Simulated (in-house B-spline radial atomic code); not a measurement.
# W¹⁴⁺: ionisation energy by several methods

Aim: the ionisation energy of W¹⁴⁺ by several methods, each as the difference of two self-consistent energies (W¹⁴⁺ and the next ion, [Kr] 4d10 4f11 5s2).

Method: scalar-relativistic (X2C), several functionals, spin-polarised; spherical all-electron atom at the radial basis limit. Code: in-house B-spline radial atomic code version 1.

## Step 1: The system

| Quantity | Value |
| --- | --- |
| element | tungsten (Z = 74) |
| charge | +14 |
| electrons | 60 |
| configuration | [Kr] 4d10 4f12 5s2 |
| nucleus | Fermi, rms radius 5.366 fm |

Outer shells as boxes (Hund's rule):

[Kr] 4d10 4f12 5s2
```
[Kr] core
4d [↑↓][↑↓][↑↓][↑↓][↑↓]
4f [↑↓][↑↓][↑↓][↑↓][↑↓][↑ ][↑ ]
5s [↑↓]
```

Where spins are not typed, each open shell is filled with up spins first.

## Step 2: PBEsol, a GGA

Settings, as recorded:

```ini
Z = 74
electrons = 60.0
configuration = [Kr] 4d10 4f12 5s2
hamiltonian = x2c
method = pbesol
spin_polarised = True
nucleus = fermi
rms_radius = 5.3658
mass_number = 184
atomic_mass = 183.95093318
speed_of_light = 137.035999084
```

## Step 3: SCAN, a meta-GGA

The settings differ from step 2 so:

```diff
@@ -4,3 +4,3 @@
 hamiltonian = x2c
-method = pbesol
+method = scan,scan
 spin_polarised = True
```

## Step 4: revTPSS, a meta-GGA

The settings differ from step 3 so:

```diff
@@ -4,3 +4,3 @@
 hamiltonian = x2c
-method = scan,scan
+method = revtpss,revtpss
 spin_polarised = True
```

Before running: The tabulated ionisation energy is 325.3 ± 1.5 eV (semi-empirical; NIST Atomic Spectra Database). What does each method give, and which comes nearest?

The runs gave:

| method | rung | total energy (hartree) | ΔSCF (eV) | −ε highest (eV) | ΔSCF less tabulated (eV) |
| --- | --- | --- | --- | --- | --- |
| PBEsol | GGA | -16072.6505 | 327.67 | 309.85 (4f down) | +2.37 |
| SCAN | meta-GGA | -16078.4527 | 327.47 | 309.77 (4f down) | +2.17 |
| revTPSS | meta-GGA | -16075.6612 | 327.22 | 309.42 (4f down) | +1.92 |

What this shows: Tables give 325.3 ± 1.5 eV (semi-empirical; NIST Atomic Spectra Database) for the ionisation energy. revTPSS misses by +1.92 eV, the least, and PBEsol by +2.37 eV (0.73 %), the most. All methods miss on the same side by much the same amount, which points to something that they share. Relativistic terms that these runs lack can be as large as the gaps between close methods, so the nearest may be so by luck. Spin-orbit coupling is left out. Open shells are averaged (over orientations, and over spins where the run is restricted), while tables refer to the lowest levels. For the semilocal functionals minus the highest level recovers only 95 % of their own ΔSCF value, a mark of self-interaction.

Members of this set that are not shown: 4 used exact exchange with fractional occupations of an open shell, which is unsound here.
